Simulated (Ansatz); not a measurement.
# C4H7FSi: the cost of one run

All numbers below are computed with Ansatz 0.2.0 (RKS PBE-D4/def2-SVP).

**1. The starting structure**

Bond lengths: C1–C2 1.345 Å, C2–C3 1.305 Å, C3–Si4 1.836 Å, Si4–C5 1.905 Å, Si4–F6 1.628 Å, C1–H7 1.044 Å, C1–H8 1.060 Å, C3–H9 1.127 Å, Si4–H10 1.410 Å, C5–H11 1.077 Å, C5–H12 1.087 Å, C5–H13 1.103 Å. Angles (14 of 19 angles, heavy atoms first): C1–C2–C3 179.1°, C2–C3–Si4 121.3°, C3–Si4–C5 109.5°, C3–Si4–F6 105.8°, C5–Si4–F6 105.7°, C2–C1–H7 121.1°, C2–C1–H8 115.4°, C2–C3–H9 120.3°, Si4–C3–H9 117.8°, C3–Si4–H10 112.8°, C5–Si4–H10 111.7°, F6–Si4–H10 111.0°, Si4–C5–H11 109.9°, Si4–C5–H12 110.6°.

Structure file:

```xyz
13

C     0.2835   -2.3020    1.3839
C     0.1412   -0.9678    1.2879
C     0.0162    0.3290    1.2118
Si    0.4799    1.2442   -0.3113
C    -0.6240    0.6750   -1.7558
F     0.0788    2.7975   -0.0342
H     1.2140   -2.7314    1.5806
H    -0.6061   -2.8647    1.2592
H    -0.2338    0.9302    2.1313
H     1.8493    1.1237   -0.6242
H    -0.4420   -0.3650   -1.9676
H    -1.6744    0.7889   -1.5021
H    -0.4621    1.3078   -2.6447
```

**2. End point A**

File input.yaml:

```yaml
crystal:
  periodic: [false, false, false]
  atoms:
    - { symbol: C, position_ang: [0.2835, -2.302, 1.3839] }
    - { symbol: C, position_ang: [0.1412, -0.9678, 1.2879] }
    - { symbol: C, position_ang: [0.0162, 0.329, 1.2118] }
    - { symbol: Si, position_ang: [0.4799, 1.2442, -0.3113] }
    - { symbol: C, position_ang: [-0.624, 0.675, -1.7558] }
    - { symbol: F, position_ang: [0.0788, 2.7975, -0.0342] }
    - { symbol: H, position_ang: [1.214, -2.7314, 1.5806] }
    - { symbol: H, position_ang: [-0.6061, -2.8647, 1.2592] }
    - { symbol: H, position_ang: [-0.2338, 0.9302, 2.1313] }
    - { symbol: H, position_ang: [1.8493, 1.1237, -0.6242] }
    - { symbol: H, position_ang: [-0.442, -0.365, -1.9676] }
    - { symbol: H, position_ang: [-1.6744, 0.7889, -1.5021] }
    - { symbol: H, position_ang: [-0.4621, 1.3078, -2.6447] }
basis:
  gaussian: { orbitals: def2-SVP }
hamiltonian:
  xc: pbe
  dispersion: d4
relax:
  f_tol: 0.02
  max_steps: 50
```

On the command line:

```bash
> ansatz run input.yaml --threads 2 --pin off --max-ram 3072MiB --backend cpu --events-out ev --progress --plain --runs-dir out
```

Q: Estimate wall time and peak memory on 2 threads of AMD EPYC 7R43 (Zen 3), shared host.

About 64 s, with a peak of 0.18 GiB.
